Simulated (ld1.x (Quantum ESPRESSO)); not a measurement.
# An ultrasoft potential for silicon, from input to tests

Do these settings give a usable potential? It is generated, then checked for transferability, scattering, ghosts and hardness.

Method: ld1.x (Quantum ESPRESSO) 7.5, PBEsol, scalar-relativistic.

## Step 1: Starting point

Typed settings, in words:

```
element                 : silicon (Si, Z = 14)
type                    : ultrasoft
frozen core             : [Ne]
valence charge          : 4
reference configuration : 3s1.75 3p2.25
partial waves           : 3s (bound): rcut 1.30, rcutus 1.55 bohr; 3s channel at 0.05 Ry: rcut 1.30, rcutus 1.55 bohr; 3p (bound): rcut 2.25, rcutus 2.40 bohr; 3p channel at 2.05 Ry: rcut 2.25, rcutus 2.40 bohr; 3d channel at 0.35 Ry: rcut 1.45, rcutus 1.90 bohr; 3d channel at 2.65 Ry: rcut 1.45, rcutus 1.90 bohr
local potential         : all-electron potential smoothed inside 1.15 bohr (lloc = -1)
core correction         : Bessel-smoothed model core inside 0.85 bohr
augmentation charge     : built from norm-conserving waves at rcut, not smoothed further
```

## Step 2: Generating the potential

File Si.in:

```
 &input
   title='Si', zed=14., rel=1, dft='PBESOL', iswitch=3,
   config='[Ne] 3s1.75 3p2.25 3d-2',
   nld=3, rlderiv=2.60, eminld=-3.0, emaxld=5.0, deld=0.02
 /
 &inputp
   pseudotype=3, tm=.true., lloc=-1, rcloc=1.15,
   nlcc=.true., new_core_ps=.true., rcore=0.85,
   file_pseudopw='Si.UPF', file_wfcaegen='ae.wfc', file_wfcncgen='nc.wfc', file_beta='beta', file_chi='chi', file_wfcusgen='us.wfc'
 /
6
3S  1  0   1.75   0.00  1.30  1.55  0.0
3S  1  0   0.00   0.05  1.30  1.55  0.0
3P  2  1   2.25   0.00  2.25  2.40  0.0
3P  2  1   0.00   2.05  2.25  2.40  0.0
3D  3  2  -2.00   0.35  1.45  1.90  0.0
3D  3  2  -2.00   2.65  1.45  1.90  0.0
 &test
   configts(1)='3s1.75 3p2.25'
 /
```

Run with:

```bash
ld1.x < Si.in > Si.out
```

What the program wrote to Si.out (without the banner and most projector matrices):

```text
     Program LD1 v.7.5
     --------------------------- All-electron run ----------------------------

     Si
     scalar relativistic calculation

     atomic number is 14.00
     dft =PBESOL   lsd =0 sic =0 latt =0  beta=0.20 tr2=1.0E-14
     Exchange-correlation= PBESOL
                           (   1   4  10   8   0   0   0)
     mesh =1141 r(mesh) = 100.57892 a.u. xmin = -7.00 dx = 0.01250
     1 Ry =  13.60569312 eV, c = 137.03599908

     n l     nl                  e(Ry)          e(Ha)          e(eV)
     1 0     1S 1( 2.00)      -131.0312       -65.5156     -1782.7706
     2 0     2S 1( 2.00)       -10.2570        -5.1285      -139.5540
     2 1     2P 1( 6.00)        -7.0447        -3.5223       -95.8478
     3 0     3S 1( 1.75)        -0.8059        -0.4029       -10.9645
     3 1     3P 1( 2.25)        -0.3095        -0.1547        -4.2108

     final scf error:  6.7E-15 reached in  19 iterations

     Etot =    -578.474121 Ry,    -289.237060 Ha,   -7870.541368 eV

     Ekin =     579.771331 Ry,     289.885666 Ha,    7888.190815 eV
     Encl =   -1381.827182 Ry,    -690.913591 Ha,  -18800.716582 eV
     Eh   =     263.740690 Ry,     131.870345 Ha,    3588.374892 eV
     Exc  =     -40.158960 Ry,     -20.079480 Ha,    -546.390493 eV

     normalization and overlap integrals

     s(1S/1S) =  1.000000  <r> =   0.1114  <r2> =    0.0167  r(max) =   0.0723
     s(2S/2S) =  1.000000  <r> =   0.5688  <r2> =    0.3867  r(max) =   0.4543
     s(2P/2P) =  1.000000  <r> =   0.5379  <r2> =    0.3653  r(max) =   0.3861
     s(3S/3S) =  1.000000  <r> =   2.1582  <r2> =    5.4268  r(max) =   1.7744
     s(3P/3P) =  1.000000  <r> =   2.7675  <r2> =    9.2046  r(max) =   2.1403

     ------------------------ End of All-electron run ------------------------

     --------------------- Generating US pseudopotential ---------------------

      Generating local potential from pseudized AE potential:
      Matching radius rcloc =   1.1500

      Local pseudo, rcloc= 1.146 Estimated cut-off energy=    18.46 Ry

      Computing core charge for nlcc:

       r > 0.86 : true rho core
      Core charge pseudized with two Bessel functions
      Integrated core pseudo-charge :   6.79

      Wfc   3S  rcut= 1.298  Using Troullier-Martins method
      Wfc-us  3S rcutus= 1.546  Estimated cut-off energy=    17.70 Ry

      Wfc   3S  rcut= 1.298  Using Troullier-Martins method
      Wfc-us  3S rcutus= 1.546  Estimated cut-off energy=    18.83 Ry

      Wfc   3P  rcut= 2.250  Using Troullier-Martins method
      Wfc-us  3P rcutus= 2.425  Estimated cut-off energy=    12.95 Ry

      Wfc   3P  rcut= 2.250  Using Troullier-Martins method
      Wfc-us  3P rcutus= 2.425  Estimated cut-off energy=    24.12 Ry

      Wfc   3D  rcut= 1.435  Using Troullier-Martins method
      Wfc-us  3D rcutus= 1.889  Estimated cut-off energy=    29.90 Ry

      Wfc   3D  rcut= 1.435  Using Troullier-Martins method
      Wfc-us  3D rcutus= 1.889  Estimated cut-off energy=    35.58 Ry

     ------------------- End of pseudopotential generation -------------------

     [... the all-electron block is printed once more ...]


     Computing logarithmic derivative in   2.59792
     Computing logarithmic derivative in   2.59792
     Computing the partial wave expansion
     R is outside the sphere for l=    0 j= 0.00
     R is outside the sphere for l=    0 j= 0.00
     R is outside the sphere for l=    1 j= 0.00
     R is outside the sphere for l=    1 j= 0.00
     R is outside the sphere for l=    2 j= 0.00
     R is outside the sphere for l=    2 j= 0.00

     ---------------------- Testing the pseudopotential ----------------------

     Si
     scalar relativistic calculation

     atomic number is 14.00   valence charge is  4.00
     dft =PBESOL   lsd =0 sic =0 latt =0  beta=0.20 tr2=1.0E-14
     mesh =1141 r(mesh) = 100.57892 xmin = -7.00 dx = 0.01250

     n l     nl             e AE (Ry)        e PS (Ry)    De AE-PS (Ry)
     1 0     3S   1( 1.75)       -0.80588       -0.80588        0.00000
     2 1     3P   1( 2.25)       -0.30949       -0.30949        0.00000

     eps = 1.1E-15  iter =  3

     Etot =    -578.474121 Ry,    -289.237060 Ha,   -7870.541368 eV
     Etotps =   -22.340986 Ry,     -11.170493 Ha,    -303.964603 eV

     Ekin =       2.846235 Ry,       1.423118 Ha,      38.725007 eV
     Encl =     -15.524514 Ry,      -7.762257 Ha,    -211.221772 eV
     Ehrt =       5.812680 Ry,       2.906340 Ha,      79.085544 eV
     Ecxc =     -17.136338 Ry,      -8.568169 Ha,    -233.151755 eV
     (Ecc =     -14.942207 Ry,      -7.471104 Ha,    -203.299085 eV)
     Epseu=       1.660950 Ry,       0.830475 Ha,      22.598373 eV

     ---------------------- End of pseudopotential test ----------------------
```

It took 1.1 s on 1 thread of Neoverse-V1, shared host. This counts the later configuration tests of the new file too.

Partial waves on a coarse radial grid (AE all-electron, PS pseudo):

```
r (bohr)    3s AE   3s PS    3p AE   3p PS
   0.120   0.0766  0.0256  -0.1295  0.0071
   0.240  -0.2158  0.0550  -0.2430  0.0281
   0.360  -0.3378  0.0917  -0.2565  0.0617
   0.480  -0.2969  0.1378  -0.1992  0.1062
   0.600  -0.1658  0.1943  -0.1052  0.1591
   0.720  -0.0001  0.2607   0.0027  0.2178
   0.840   0.1669  0.3347   0.1108  0.2792
   0.960   0.3178  0.4131   0.2117  0.3406
   1.080   0.4451  0.4914   0.3019  0.3994
   1.200   0.5469  0.5650   0.3801  0.4534
   1.320   0.6245  0.6293   0.4462  0.5008
   1.440   0.6800  0.6804   0.5008  0.5408
   1.560   0.7155  0.7155   0.5440  0.5728
   1.680   0.7341  0.7341   0.5769  0.5968
   1.800   0.7386  0.7386   0.6006  0.6134
   1.920   0.7317  0.7317   0.6160  0.6235
   2.040   0.7158  0.7158   0.6243  0.6280
   2.160   0.6931  0.6931   0.6265  0.6279
   2.280   0.6654  0.6654   0.6236  0.6239
   2.400   0.6342  0.6342   0.6165  0.6165
   2.520   0.6008  0.6008   0.6058  0.6058
   2.640   0.5662  0.5662   0.5924  0.5924
   2.760   0.5311  0.5311   0.5767  0.5767
   2.880   0.4962  0.4962   0.5593  0.5593
   3.000   0.4620  0.4620   0.5406  0.5406
   3.120   0.4288  0.4288   0.5209  0.5209
```

## Step 3: Configuration tests

File Si.test.in:

```
 &input
   title='Si', zed=14., rel=1, dft='PBESOL', iswitch=2,
   config='[Ne] 3s1.75 3p2.25 3d-2'
 /
 &test
   file_pseudo='Si.UPF', nconf=8,
   configts(1)='3s1.75 3p2.25',
   configts(2)='3s2 3p2',
   configts(3)='3s2 3p1',
   configts(4)='3s2 3p0',
   configts(5)='3s1 3p3',
   configts(6)='3s2 3p2.3',
   configts(7)='3s0 3p4',
   configts(8)='3s1 3p2'
 /
```

Run with:

```bash
ld1.x < Si.test.in > Si.test.out
```

Si.test.out, the pseudopotential blocks:

```text
     ---------------------- Testing the pseudopotential ----------------------

     Si
     scalar relativistic calculation

     atomic number is 14.00   valence charge is  4.00
     dft =PBESOL   lsd =0 sic =0 latt =0  beta=0.20 tr2=1.0E-14
     mesh =1141 r(mesh) = 100.57892 xmin = -7.00 dx = 0.01250

     n l     nl             e AE (Ry)        e PS (Ry)    De AE-PS (Ry)
     1 0     3S   1( 1.75)       -0.80588       -0.80588        0.00000
     2 1     3P   1( 2.25)       -0.30949       -0.30949        0.00000

     eps = 1.1E-15  iter =  3

     Etot =    -578.474121 Ry,    -289.237060 Ha,   -7870.541368 eV
     Etotps =   -22.340986 Ry,     -11.170493 Ha,    -303.964603 eV

     Ekin =       2.846235 Ry,       1.423118 Ha,      38.725007 eV
     Encl =     -15.524514 Ry,      -7.762257 Ha,    -211.221772 eV
     Ehrt =       5.812680 Ry,       2.906340 Ha,      79.085544 eV
     Ecxc =     -17.136338 Ry,      -8.568169 Ha,    -233.151755 eV
     (Ecc =     -14.942207 Ry,      -7.471104 Ha,    -203.299085 eV)
     Epseu=       1.660950 Ry,       0.830475 Ha,      22.598373 eV

     ---------------------- End of pseudopotential test ----------------------

     ---------------------- Testing the pseudopotential ----------------------

     Si
     [...]
     n l     nl             e AE (Ry)        e PS (Ry)    De AE-PS (Ry)
     1 0     3S   1( 2.00)       -0.79147       -0.79126       -0.00021
     2 1     3P   1( 2.00)       -0.29819       -0.29814       -0.00005

     eps = 3.8E-15  iter =  7

     Etot =    -578.597829 Ry,    -289.298915 Ha,   -7872.224505 eV
     Etotps =   -22.464686 Ry,     -11.232343 Ha,    -305.647621 eV
     dEtot_ae =      -0.123708 Ry
     dEtot_ps =      -0.123700 Ry,   Delta E=      -0.000009 Ry

     [...]
     ---------------------- End of pseudopotential test ----------------------

     ---------------------- Testing the pseudopotential ----------------------

     Si
     [...]
     n l     nl             e AE (Ry)        e PS (Ry)    De AE-PS (Ry)
     1 0     3S   1( 2.00)       -1.39551       -1.39596        0.00046
     2 1     3P   1( 1.00)       -0.85454       -0.85476        0.00022

     eps = 5.1E-15  iter =  9

     Etot =    -578.030952 Ry,    -289.015476 Ha,   -7864.511746 eV
     Etotps =   -21.897365 Ry,     -10.948683 Ha,    -297.928835 eV
     dEtot_ae =       0.443169 Ry
     dEtot_ps =       0.443621 Ry,   Delta E=      -0.000452 Ry

     [...]
     ---------------------- End of pseudopotential test ----------------------

     ---------------------- Testing the pseudopotential ----------------------

     Si
     [...]
     n l     nl             e AE (Ry)        e PS (Ry)    De AE-PS (Ry)
     1 0     3S   1( 2.00)       -2.09391       -2.09243       -0.00148
     2 1     3P   1( 0.00)       -1.50483       -1.50202       -0.00281

     eps = 8.1E-17  iter =  7

     Etot =    -576.857661 Ry,    -288.428831 Ha,   -7848.548313 eV
     Etotps =   -20.725235 Ry,     -10.362618 Ha,    -281.981190 eV
     dEtot_ae =       1.616460 Ry
     dEtot_ps =       1.615751 Ry,   Delta E=       0.000709 Ry

     [...]
     ---------------------- End of pseudopotential test ----------------------

     ---------------------- Testing the pseudopotential ----------------------

     Si
     [...]
     n l     nl             e AE (Ry)        e PS (Ry)    De AE-PS (Ry)
     1 0     3S   1( 1.00)       -0.84646       -0.84705        0.00059
     2 1     3P   1( 3.00)       -0.34141       -0.34157        0.00016

     eps = 5.8E-15  iter = 10

     Etot =    -578.098533 Ry,    -289.049266 Ha,   -7865.431232 eV
     Etotps =   -21.965186 Ry,     -10.982593 Ha,    -298.851585 eV
     dEtot_ae =       0.375588 Ry
     dEtot_ps =       0.375800 Ry,   Delta E=      -0.000212 Ry

     [...]
     ---------------------- End of pseudopotential test ----------------------

     ---------------------- Testing the pseudopotential ----------------------

     Si
     [...]
     n l     nl             e AE (Ry)        e PS (Ry)    De AE-PS (Ry)
     1 0     3S   1( 2.00)       -0.63651       -0.63588       -0.00063
     2 1     3P   1( 2.30)       -0.15663       -0.15623       -0.00040

     eps = 4.2E-15  iter =  9

     Etot =    -578.665689 Ry,    -289.332845 Ha,   -7873.147788 eV
     Etotps =   -22.532500 Ry,     -11.266250 Ha,    -306.570283 eV
     dEtot_ae =      -0.191568 Ry
     dEtot_ps =      -0.191514 Ry,   Delta E=      -0.000054 Ry

     [...]
     ---------------------- End of pseudopotential test ----------------------
```

2 tests gave no usable energy difference (3s0 3p4; 3s1 3p2); the test run stopped with "negative rho".

Energies count from the reference configuration 3s1.75 3p2.25; the error is all-electron less pseudo.

| valence configuration | charge | ΔE all-electron (eV) | error AE − PS (meV) |
| --- | --- | --- | --- |
| 3s2 3p2 | 0 | -1.683 | -0.1 |
| 3s2 3p1 | +1 | 6.030 | -6.1 |
| 3s2 3p0 | +2 | 21.993 | +9.6 |
| 3s1 3p3 | 0 | 5.110 | -2.9 |
| 3s2 3p2.3 | -0.3 | -2.606 | -0.7 |

## Step 4: Does it scatter like the atom?

Taken from the files of the generation run. The phase is arctan(r·u′/u) with u = r·R, unwrapped, with energies in Ry. A pole is an energy at which the radial function vanishes at the test radius. The pseudo phase is shifted by a multiple of π to meet the all-electron one at the reference energy. Levels narrower than the energy grid can be missing from the poles. Left out: p, where the overlap operator is not positive , so their phases aren't trusted. The last column is the largest difference on the grid between −1 and +1 Ry.

| channel | radius (bohr) | reference (Ry) | poles AE | poles PS | window around the reference with phases within 0.05 rad (Ry) | largest difference near zero (rad) |
| --- | --- | --- | --- | --- | --- | --- |
| s | 2.60 | -0.81 | 0.14 | -2.27, 0.14 | above -2.3 | 0.000 |
| d | 2.60 | 0.35 | 2.01 | 2.01 | below 4.0 | 0.000 |

Phases (rad) along the scan:

```
E (Ry)    s AE    s PS    d AE    d PS
 -3.00   1.287   4.428   1.352   1.352
 -2.52   1.236   4.377   1.333   1.333
 -2.04   1.144   1.144   1.308   1.308
 -1.56   0.916   0.916   1.274   1.274
 -1.08  -0.052  -0.052   1.222   1.222
 -0.60  -1.218  -1.218   1.135   1.134
 -0.12  -1.498  -1.498   0.949   0.949
  0.36  -1.615  -1.615   0.373   0.373
  0.84  -1.694  -1.694  -0.858  -0.858
  1.32  -1.768  -1.767  -1.344  -1.344
  1.80  -1.860  -1.859  -1.522  -1.522
  2.28  -2.010  -2.006  -1.626  -1.626
  2.76  -2.346  -2.331  -1.715  -1.715
  3.24  -3.241  -3.193  -1.826  -1.826
  3.72  -4.066  -4.037  -2.029  -2.038
  4.20  -4.365  -4.351  -2.654  -2.796
  4.68  -4.497  -4.487  -3.916  -4.194
```

## Step 5: Plane-wave convergence, by spherical Bessel functions

A separate test, outside the generator: the pseudo-atom's Hamiltonian at the reference potential is diagonalised in spherical Bessel functions j_l(qr) that vanish at 20 bohr, with q² up to the cutoff.

No cutoffs are read. The overlap operator is not positive in p (lowest eigenvalue -0.493), so the test is not defined there. Ghost test: ghost state, bound below the all-electron valence or empty levels of the same l: s at -30.7 eV (p not tested).

## Step 6: Results

| quantity | value |
| --- | --- |
| cutoffs | not determined |
| bound ghosts | s at -30.65 eV |
| largest test error (AE − PS) | +9.6 meV, for 3s2 3p0 (2 tests unsolved) |
| largest phase difference near zero energy, channels read | 0.000 rad |
| lowest eigenvalue of the overlap (Bessel basis) | -0.493 (p) |

**Reading.** It has a bound ghost (s), a state that the atom doesn't have, and that rules the file out. The overlap operator is not positive definite in p, so a plane-wave run would break down once the basis is large enough. By total energies transferability is good where solved: the largest error is 9.6 meV on 22.0 eV, for 3s2 3p0. Atomic tests can pass in spite of a ghost, since they solve only for the levels asked. The test run broke off, so later configurations gave nothing; the verdict rests on few tests. No cutoffs are read. Near zero energy the phases of the channels with partial waves that could be evaluated agree within 0.001 rad. The pseudo curves have a pole with no partner nearby in the atom's: s at -2.27 Ry.
